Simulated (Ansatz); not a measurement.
# CH5B2NO2: the cost of one run

Program: Ansatz 0.2.0. Level of theory: RKS B3LYP/def2-SVP. These are calculated values, not measurements.

## (1) The structure to begin with

Bond lengths: C1–B2 1.524 Å, B2–N3 1.485 Å, N3–B4 1.512 Å, B4–O5 1.421 Å, B2–O6 1.451 Å, B4–O6 1.536 Å, C1–H7 1.120 Å, C1–H8 1.152 Å, C1–H9 1.076 Å, N3–H10 1.044 Å, O5–H11 0.954 Å. Angles (14 of 17 angles, heavy atoms first): C1–B2–N3 131.0°, C1–B2–O6 132.6°, N3–B2–O6 85.4°, B2–N3–B4 95.8°, N3–B4–O5 142.0°, N3–B4–O6 81.6°, O5–B4–O6 133.9°, B2–O6–B4 96.2°, B2–C1–H7 111.1°, B2–C1–H8 111.7°, B2–C1–H9 114.1°, B2–N3–H10 109.8°, B4–N3–H10 105.0°, B4–O5–H11 103.6°.

Structure file:

```xyz
11

C    -1.3711    1.2715   -0.2997
B    -0.6508    0.1412    0.4254
N     0.7380    0.0432    0.9409
B     0.9694   -1.3807    0.4889
O     2.0016   -2.2861    0.1220
O    -0.5265   -1.2791    0.1535
H    -2.4599    1.0403   -0.4272
H    -1.3058    2.2621    0.2840
H    -0.9629    1.5025   -1.2680
H     1.3760    0.6207    0.3496
H     2.2574   -1.9926   -0.7488
```

## (2) Preparing the start

input.yaml reads:

```yaml
crystal:
  periodic: [false, false, false]
  atoms:
    - { symbol: C, position_ang: [-1.3711, 1.2715, -0.2997] }
    - { symbol: B, position_ang: [-0.6508, 0.1412, 0.4254] }
    - { symbol: "N", position_ang: [0.738, 0.0432, 0.9409] }
    - { symbol: B, position_ang: [0.9694, -1.3807, 0.4889] }
    - { symbol: O, position_ang: [2.0016, -2.2861, 0.122] }
    - { symbol: O, position_ang: [-0.5265, -1.2791, 0.1535] }
    - { symbol: H, position_ang: [-2.4599, 1.0403, -0.4272] }
    - { symbol: H, position_ang: [-1.3058, 2.2621, 0.284] }
    - { symbol: H, position_ang: [-0.9629, 1.5025, -1.268] }
    - { symbol: H, position_ang: [1.376, 0.6207, 0.3496] }
    - { symbol: H, position_ang: [2.2574, -1.9926, -0.7488] }
basis:
  gaussian: { orbitals: def2-SVP }
hamiltonian:
  xc: b3lyp
relax:
  f_tol: 0.02
  max_steps: 40
scf:
  lower_state_search: "off"
```

Run with:

```sh
> ansatz run input.yaml --threads 2 --pin off --max-ram 3072MiB --backend cpu --events-out ev --progress --plain --runs-dir out
```

What time and memory should one allow on 2 threads of Arm Neoverse N1, shared host?

About 1.7 min, with a peak of 0.21 GiB.
